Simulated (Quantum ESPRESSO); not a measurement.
# AlN (P6_3mc) in Quantum ESPRESSO: phonons with LDA

Aim: the phonons of AlN with LDA.

Everything below comes from runs of Quantum ESPRESSO 7.5. Logs are shortened: lines on timing, memory, paths and dates and some standing lists are left out, and cuts for length are marked.

**What was measured.**

From “Self-assembly of well-separated AlN nanowires directly on sputtered metallic TiN films”, 2019, arxiv:1910.07391, for a bulk crystal of AlN at 10 K: band gap 6.034 eV (an exciton energy, a little under the gap).

The runs below are set against these values where they give the same quantity.

### 1 The crystal as given

Symmetry: P6_3mc, No. 186, hexagonal system. Conventional cell: a = 3.094 Å, b = 3.094 Å, c = 4.999 Å, α = 90.00°, β = 90.00°, γ = 120.00°. Al (site symmetry 3m) has 4 N at 1.88 to 1.90 Å as nearest neighbours. Around N (site symmetry 3m) lie 4 Al at 1.88 to 1.90 Å.

### 2 Phonons, LDA

pw.in reads:

```
&CONTROL
  calculation = 'scf'
  prefix = 'pwscf'
  outdir = './tmp'
  pseudo_dir = './pseudo'
  tprnfor = .true.
  tstress = .true.
  disk_io = 'low'
/
&SYSTEM
  ibrav = 0
  celldm(1) = 8
  nat = 4
  ntyp = 2
  ecutwfc = 84
  nbnd = 14
  occupations = 'smearing'
  smearing = 'fd'
  degauss = 0.00367493
/
&ELECTRONS
  conv_thr = 8d-10
  electron_maxstep = 120
  mixing_beta = 0.5
/
ATOMIC_SPECIES
Al    26.9815 Al.upf
N     14.0070 N.upf
CELL_PARAMETERS alat
  0.7309276401755   0.0000000000000   0.0000000000000
 -0.3654638200878   0.6330019047247   0.0000000000000
  0.0000000000000   0.0000000000000   1.1808800717598
ATOMIC_POSITIONS crystal
Al     0.3333333333    0.6666666667    0.0000000000
Al     0.6666666667    0.3333333333    0.5000000000
N      0.3333333333    0.6666666667    0.3800000000
N      0.6666666667    0.3333333333    0.8800000000
K_POINTS automatic
8 8 5 0 0 0
```

relax.in reads:

```
&CONTROL
  calculation = 'relax'
  prefix = 'pwscf'
  outdir = './tmp'
  pseudo_dir = './pseudo'
  tprnfor = .true.
  tstress = .true.
  disk_io = 'low'
  nstep = 40
  forc_conv_thr = 0.0001
  etot_conv_thr = 1d-06
/
&SYSTEM
  ibrav = 0
  celldm(1) = 8
  nat = 4
  ntyp = 2
  ecutwfc = 84
  nbnd = 14
  occupations = 'smearing'
  smearing = 'fd'
  degauss = 0.00367493
/
&ELECTRONS
  conv_thr = 8d-10
  electron_maxstep = 120
  mixing_beta = 0.5
/
&IONS
  ion_dynamics = 'bfgs'
/
ATOMIC_SPECIES
Al    26.9815 Al.upf
N     14.0070 N.upf
CELL_PARAMETERS alat
  0.7309276401755   0.0000000000000   0.0000000000000
 -0.3654638200878   0.6330019047247   0.0000000000000
  0.0000000000000   0.0000000000000   1.1808800717598
ATOMIC_POSITIONS crystal
Al     0.3333333333    0.6666666667    0.0000000000
Al     0.6666666667    0.3333333333    0.5000000000
N      0.3333333333    0.6666666667    0.3800000000
N      0.6666666667    0.3333333333    0.8800000000
K_POINTS automatic
8 8 5 0 0 0
```

scf2.in reads:

```
&CONTROL
  calculation = 'scf'
  prefix = 'pwscf'
  outdir = './tmp'
  pseudo_dir = './pseudo'
  tprnfor = .true.
  tstress = .true.
  disk_io = 'low'
/
&SYSTEM
  ibrav = 0
  celldm(1) = 8
  nat = 4
  ntyp = 2
  ecutwfc = 84
  nbnd = 14
  occupations = 'fixed'
/
&ELECTRONS
  conv_thr = 1d-13
  electron_maxstep = 120
  mixing_beta = 0.5
  startingpot = 'file'
  startingwfc = 'file'
/
ATOMIC_SPECIES
Al    26.9815 Al.upf
N     14.0070 N.upf
CELL_PARAMETERS alat
  0.7309276401770   0.0000000000000   0.0000000000000
 -0.3654638200885   0.6330019047215   0.0000000000000
  0.0000000000000   0.0000000000000   1.1808800717649
ATOMIC_POSITIONS crystal
Al     0.3333333334    0.6666666668   -0.0000873004
Al     0.6666666668    0.3333333334    0.4999126996
N      0.3333333334    0.6666666668    0.3800873004
N      0.6666666668    0.3333333334    0.8800873004
K_POINTS automatic
8 8 5 0 0 0
```

ph.in reads:

```
phonons of AlN
&INPUTPH
  prefix = 'pwscf'
  outdir = './tmp'
  tr2_ph = 1d-18
  fildyn = 'dyn'
  niter_ph = 90
  alpha_mix(1) = 0.7
  epsil = .true.
/
0.0000000000 0.0000000000 0.0000000000
```

dynmat.in reads:

```
&INPUT
  fildyn = 'dyn'
  asr = 'crystal'
  lperm = .true.
  filout = 'dynmat.disp'
  fileig = 'dynmat.eig'
/
```

dynmat_lo.in reads:

```
&INPUT
  fildyn = 'dyn'
  asr = 'crystal'
  filout = 'dynmat_lo.disp'
  fileig = 'dynmat_lo.eig'
  q(1) = 0
  q(2) = 0
  q(3) = 1
/
```

Potentials or basis: PseudoDojo 0.4.1 SR LDA standard.

Command:

```
OMP_NUM_THREADS=1 mpirun -n 2 pw.x -nk 2 -in pw.in > pw.out
OMP_NUM_THREADS=1 mpirun -n 2 pw.x -nk 2 -in relax.in > relax.out
OMP_NUM_THREADS=1 mpirun -n 2 pw.x -nk 2 -in scf2.in > scf2.out
OMP_NUM_THREADS=1 mpirun -n 2 ph.x -nk 2 -in ph.in > ph.out
OMP_NUM_THREADS=1 mpirun -n 1 dynmat.x -in dynmat.in > dynmat.out
OMP_NUM_THREADS=1 mpirun -n 1 dynmat.x -in dynmat_lo.in > dynmat_lo.out
```

pw.out:

```text
This program is part of the open-source Quantum ESPRESSO suite
     for quantum simulation of materials; please cite
[... 6 lines left out ...]
     using ibrav=0 with symmetry is DISCOURAGED, use correct ibrav instead

     K-points division:     npool     =       2
     Subspace diagonalization in iterative solution of the eigenvalue problem:
     a serial algorithm will be used

     G-vector sticks info
     --------------------
     sticks:   dense  smooth     PW     G-vecs:    dense   smooth      PW
     Sum         793     793    235                29143    29143    4595

     Using Slab Decomposition

     bravais-lattice index     =            0
     lattice parameter (alat)  =       8.0000  a.u.
     unit-cell volume          =     279.7404 (a.u.)^3
     number of atoms/cell      =            4
     number of atomic types    =            2
     number of electrons       =        16.00
     number of Kohn-Sham states=           14
     kinetic-energy cutoff     =      84.0000  Ry
     charge density cutoff     =     336.0000  Ry
     scf convergence threshold =      8.0E-10
     mixing beta               =       0.5000
     number of iterations used =            8  plain     mixing
     Exchange-correlation= SLA  PW   NOGX NOGC
                           (   1   4   0   0   0   0   0)

     celldm(1)=   8.000000  celldm(2)=   0.000000  celldm(3)=   0.000000
     celldm(4)=   0.000000  celldm(5)=   0.000000  celldm(6)=   0.000000

     crystal axes: (cart. coord. in units of alat)
               a(1) = (   0.730928   0.000000   0.000000 )
               a(2) = (  -0.365464   0.633002   0.000000 )
               a(3) = (   0.000000   0.000000   1.180880 )

     reciprocal axes: (cart. coord. in units 2 pi/alat)
               b(1) = (  1.368124  0.789887 -0.000000 )
               b(2) = (  0.000000  1.579774  0.000000 )
               b(3) = (  0.000000 -0.000000  0.846826 )

     PseudoPot. # 1 for Al read from file:
     Al.upf
     Pseudo is Norm-conserving + core correction, Zval =  3.0
     Generated using ONCVPSP code by D. R. Hamann
     Using radial grid of 1854 points,  6 beta functions with:
                l(1) =   0
                l(2) =   0
                l(3) =   1
                l(4) =   1
                l(5) =   2
                l(6) =   2

     PseudoPot. # 2 for N  read from file:
     N.upf
     Pseudo is Norm-conserving + core correction, Zval =  5.0
     Generated using ONCVPSP code by D. R. Hamann
     Using radial grid of 1058 points,  4 beta functions with:
                l(1) =   0
                l(2) =   0
                l(3) =   1
                l(4) =   1

     atomic species   valence    mass     pseudopotential
     Al                3.00    26.98150     Al( 1.00)
     N                 5.00    14.00700     N ( 1.00)

     12 Sym. Ops. (no inversion) found ( 6 have fractional translation)

   Cartesian axes

     site n.     atom                  positions (alat units)
         1        Al     tau(   1) = (  -0.0000000   0.4220013   0.0000000  )
         2        Al     tau(   2) = (   0.3654638   0.2110006   0.5904400  )
         3        N      tau(   3) = (  -0.0000000   0.4220013   0.4487344  )
         4        N      tau(   4) = (   0.3654638   0.2110006   1.0391745  )

     number of k points=    30  Fermi-Dirac smearing, width (Ry)=  0.0037
                       cart. coord. in units 2pi/alat
        k(    1) = (   0.0000000   0.0000000   0.0000000), wk =   0.0062500
        k(    2) = (   0.0000000   0.0000000   0.1693652), wk =   0.0125000
        k(    3) = (   0.0000000   0.0000000   0.3387304), wk =   0.0125000
        k(    4) = (   0.0000000   0.1974718   0.0000000), wk =   0.0375000
        k(    5) = (   0.0000000   0.1974718   0.1693652), wk =   0.0750000
        k(    6) = (   0.0000000   0.1974718   0.3387304), wk =   0.0750000
[... 22 lines left out ...]
        k(   29) = (   0.3420311   0.7898870   0.1693652), wk =   0.0750000
        k(   30) = (   0.3420311   0.7898870   0.3387304), wk =   0.0750000

     Dense  grid:    29143 G-vectors     FFT dimensions: (  36,  36,  60)

     Initial potential from superposition of free atoms

     starting charge      15.9956, renormalised to      16.0000
     Starting wfcs are   16 randomized atomic wfcs

     Self-consistent Calculation

     iteration #  1     ecut=    84.00 Ry     beta= 0.50
     Davidson diagonalization with overlap
     ethr =  1.00E-02,  avg # of iterations =  4.1

     total energy              =     -51.01015976 Ry
     estimated scf accuracy    <       1.20528493 Ry

     iteration #  2     ecut=    84.00 Ry     beta= 0.50
     Davidson diagonalization with overlap
     ethr =  7.53E-03,  avg # of iterations =  2.0
[... 50 lines left out ...]
     total energy              =     -51.37412033 Ry
     estimated scf accuracy    <       0.00000001 Ry

     iteration # 10     ecut=    84.00 Ry     beta= 0.50
     Davidson diagonalization with overlap
     ethr =  6.50E-11,  avg # of iterations =  2.2

     End of self-consistent calculation

          k = 0.0000 0.0000 0.0000 (  3669 PWs)   bands (ev):

    -8.1567  -5.9496   0.7923   6.0789   6.0789   6.7125   6.7125   6.8485
    11.2021  13.6123  17.3704  18.0291  18.0291  19.7106

          k = 0.0000 0.0000 0.1694 (  3663 PWs)   bands (ev):

    -8.0021  -6.2543   1.3346   6.0282   6.1363   6.1363   6.6488   6.6488
    11.8573  13.7008  17.1364  17.9987  17.9987  18.7551
[... 43 lines left out ...]
    -6.4852  -5.4663   1.6507   2.6464   3.6333   5.0774   5.9123   6.1399
    12.3623  13.1573  15.6364  16.7478  18.3569  18.4143

          k = 0.0000 0.5924 0.3387 (  3643 PWs)   bands (ev):

    -6.1896  -5.8004   1.6113   2.0168   4.8089   5.3702   5.7470   5.7724
    12.2074  12.8360  15.9576  16.6778  18.2156  18.7930

          k = 0.0000-0.7899 0.0000 (  3630 PWs)   bands (ev):

    -6.0893  -5.3749   1.3809   2.6646   3.5029   4.8283   5.0747   6.2075
    12.5620  12.6611  15.0697  17.0927  17.7440  18.8950

          k = 0.0000-0.7899 0.1694 (  3616 PWs)   bands (ev):

    -6.0140  -5.4309   1.1919   2.1744   4.0396   4.9375   5.5148   6.0460
    12.0026  12.7315  15.9733  16.3672  18.1878  19.0851

          k = 0.0000-0.7899 0.3387 (  3632 PWs)   bands (ev):

    -5.8202  -5.5943   1.1091   1.4672   5.0524   5.2412   5.6603   5.7405
    11.8216  12.4795  15.8117  16.4665  18.1923  18.9343

          k = 0.1710 0.2962 0.0000 (  3647 PWs)   bands (ev):

    -7.5610  -5.6282   1.4993   4.2343   4.4264   5.6723   6.3468   6.5534
    13.0005  15.1335  15.5389  15.8548  18.2956  18.8278

          k = 0.1710 0.2962 0.1694 (  3649 PWs)   bands (ev):
[... 61 lines left out ...]
    -5.6901  -5.4167   1.8649   2.5757   2.9277   4.3400   4.8296   5.4195
    12.3947  14.7709  15.5952  16.1055  18.2263  18.5743

          k = 0.3420 0.7899 0.3387 (  3628 PWs)   bands (ev):

    -5.5821  -5.4759   1.7738   1.9816   3.0919   3.6817   5.7718   6.0248
    13.2491  14.0930  15.1567  15.4488  18.4248  18.5250

     the Fermi energy is     9.3853 ev

!    total energy              =     -51.37412033 Ry
     estimated scf accuracy    <          4.7E-10 Ry
     smearing contrib. (-TS)   =       0.00000000 Ry
     internal energy E=F+TS    =     -51.37412033 Ry

     The total energy is F=E-TS. E is the sum of the following terms:
     one-electron contribution =      -1.95300453 Ry
     hartree contribution      =      11.19776708 Ry
     xc contribution           =     -17.00740997 Ry
     ewald contribution        =     -43.61147291 Ry

     convergence has been achieved in  10 iterations

     Forces acting on atoms (cartesian axes, Ry/au):

     atom    1 type  1   force =     0.00000000    0.00000000   -0.00042439
     atom    2 type  1   force =     0.00000000    0.00000000   -0.00042439
     atom    3 type  2   force =     0.00000000   -0.00000000    0.00042439
     atom    4 type  2   force =    -0.00000000    0.00000000    0.00042439

     Total force =     0.000849     Total SCF correction =     0.000000

     Computing stress (Cartesian axis) and pressure

          total   stress  (Ry/bohr**3)                   (kbar)     P=      -41.76
  -0.00023407  -0.00000000   0.00000000          -34.43       -0.00        0.00
  -0.00000000  -0.00023407   0.00000000           -0.00      -34.43        0.00
  -0.00000000  -0.00000000  -0.00038341           -0.00       -0.00      -56.40

=------------------------------------------------------------------------------=
   JOB DONE.
=------------------------------------------------------------------------------=
```

Run time: 4.2 min. Hardware: 2 MPI ranks of AMD EPYC 7R43 (Zen 3), shared host; peak memory 0.2 GiB.

Results:

```
Free energy                                             : -698.9805 eV
Pressure after relaxing                                 : -4.2 GPa
Band gap on the k mesh                                  : 4.35 eV, direct
Electronic dielectric tensor (diagonal)                 : 4.39, 4.39, 4.61
Born charges (mean of the diagonal)                     : Al +2.56; N -2.56 e
Highest phonon frequency at Γ, LO-TO splitting left out : 718 cm⁻¹
Static dielectric tensor (diagonal)                     : 8.07, 8.07, 9.57
```

Final structure:
```xyz
4
Lattice="3.0943 0.0000 0.0000 -1.5472 2.6798 0.0000 0.0000 0.0000 4.9992" Properties=species:S:1:pos:R:3 pbc="T T T"
Al    0.0000    1.7865   -0.0004
Al    1.5472    0.8933    2.4991
N     0.0000    1.7865    1.9001
N     1.5472    0.8933    4.3997
```

Phonon frequencies in cm⁻¹ (negative: imaginary):
```csv
q point,frequencies
"(0.000, 0.000, 0.000)",0 0 0 240 240 544 607 651 651 664 664 718
```

Electronic dielectric tensor:
```
4.39 0.00 0.00
0.00 4.39 0.00
0.00 0.00 4.61
```

Born effective charge tensors (e):
atom 1, Al
```
2.51 0.00 0.00
0.00 2.51 0.00
0.00 0.00 2.67
```
atom 2, Al
```
2.51 0.00 0.00
0.00 2.51 0.00
0.00 0.00 2.67
```
atom 3, N
```
-2.51  0.00  0.00
 0.00 -2.51  0.00
 0.00  0.00 -2.67
```
atom 4, N
```
-2.51  0.00  0.00
 0.00 -2.51  0.00
 0.00  0.00 -2.67
```

Optical modes at Γ, degenerate ones joined, polar ones without the macroscopic field:
```tsv
cm⁻¹	components	symmetry	active in	IR intensity, summed ((D/Å)²/amu)
240	2	E2	Raman	0.00
544	1	B1	silent	0.00
607	1	A1	IR and Raman	35.57
651	2	E2	Raman	0.00
664	2	E1	IR and Raman	63.13
718	1	B1	silent	0.00
```

Zone-centre frequencies without and with the macroscopic field along z (cm⁻¹):
```tsv
	optical modes in rising order
without	240 240 544 607 651 651 664 664 718
with the field	240 240 544 651 651 664 664 718 875
```

Static dielectric tensor, electrons and zone-centre modes:
```
8.07 0.00 0.00
0.00 8.07 0.00
0.00 0.00 9.57
```

Caveat: the cell is more than 3 GPa from zero pressure, which shifts response properties; on a mesh that holds Γ this program's dielectric tensor can be off by some percent beyond the error of the mesh.

### 3 Against experiment

Step 2. Measured gap of AlN: 6.034 eV (an exciton energy, a little under the gap; 10 K; quoted in “Self-assembly of well-separated AlN nanowires directly on sputtered metallic TiN films”, 2019, arxiv:1910.07391). This calculation gives 4.35 eV (-1.68 eV). 2 values of this kind are on record (6.034 to 6.0343 eV); this one was drawn at random. The value is that of LDA, without temperature or zero-point motion. Semilocal functionals fall short of measured gaps as a rule.
